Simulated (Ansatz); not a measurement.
# C2HF3O2: small, medium and large basis sets

An exercise on one series of results from a longer session: the logs are not shown, and one member is left open.

Method: one geometry, several basis sets; program: Ansatz 0.2.0, Gaussian basis.

Plan: PBE0-D4/def2-SVP; ωB97M-V/def2-SVP; PBE0-D4/def2-QZVPP; ωB97M-V/def2-QZVPP; the functionals' def2-TZVPP values are taken from earlier runs.

## The geometry

An earlier PBE0-D4 in a triple-zeta def2 set relaxation fixed the geometry.

8 atoms, charge 0, spin multiplicity 1.

Atoms are counted from 1 here; the program's logs count them from 0.

Bond lengths: O1–C2 1.191 Å, C2–O3 1.328 Å, C2–C4 1.545 Å, O3–H8 0.968 Å, C4–F5 1.320 Å, C4–F6 1.332 Å, C4–F7 1.332 Å. Angles: O1–C2–O3 126.5°, O1–C2–C4 123.5°, O3–C2–C4 109.9°, C2–O3–H8 107.7°, C2–C4–F5 110.3°, C2–C4–F6 110.3°, C2–C4–F7 110.3°, F5–C4–F6 108.7°, F5–C4–F7 108.7°, F6–C4–F7 108.4°.

Set-up of the first run:

The input, in.yaml:

```yaml
crystal:
  periodic: [false, false, false]
  atoms:
    - {symbol: O, position_ang: [1.712792, -0.317376, 0.222682]}
    - {symbol: C, position_ang: [0.522835, -0.357105, 0.207682]}
    - {symbol: O, position_ang: [-0.242429, -1.311405, 0.723553]}
    - {symbol: C, position_ang: [-0.359459, 0.734348, -0.438366]}
    - {symbol: F, position_ang: [0.394226, 1.690421, -0.948593]}
    - {symbol: F, position_ang: [-1.173108, 1.269724, 0.470766]}
    - {symbol: F, position_ang: [-1.103654, 0.210443, -1.411584]}
    - {symbol: H, position_ang: [0.340998, -1.976051, 1.117960]}
basis:
  gaussian: {orbitals: def2-SVP}
hamiltonian: {xc: pbe0, dispersion: d4}
output: {orbitals: {seedname: orbitals}}
```

Launch:

```sh
$ ansatz run in.yaml --threads 4 --pin off --events-out ev --progress --plain --max-ram 10444MiB
```

Among the steps run: PBE0-D4 in def2-SVP; ωB97M-V in def2-SVP; PBE0-D4 in def2-QZVPP; ωB97M-V in def2-QZVPP.

One table of the session follows, with a row left open; its other results are not shown here.

It belongs to the step «Functionals by basis». 

| functional | basis | HOMO (eV) |
| --- | --- | --- |
| PBE0-D4 | def2-SVP | -9.03 |
| PBE0-D4 | def2-TZVPP | -9.21 |
| PBE0-D4 | def2-QZVPP | -9.25 |
| ωB97M-V | def2-SVP | ? |
| ωB97M-V | def2-TZVPP | -11.65 |
| ωB97M-V | def2-QZVPP | -11.70 |

Q: Estimate the row for ωB97M-V, def2-SVP from the others.

As computed: HOMO (eV): -11.44. In the column «HOMO (eV)» it lies between ωB97M-V, def2-TZVPP (-11.65) and PBE0-D4, def2-QZVPP (-9.25).
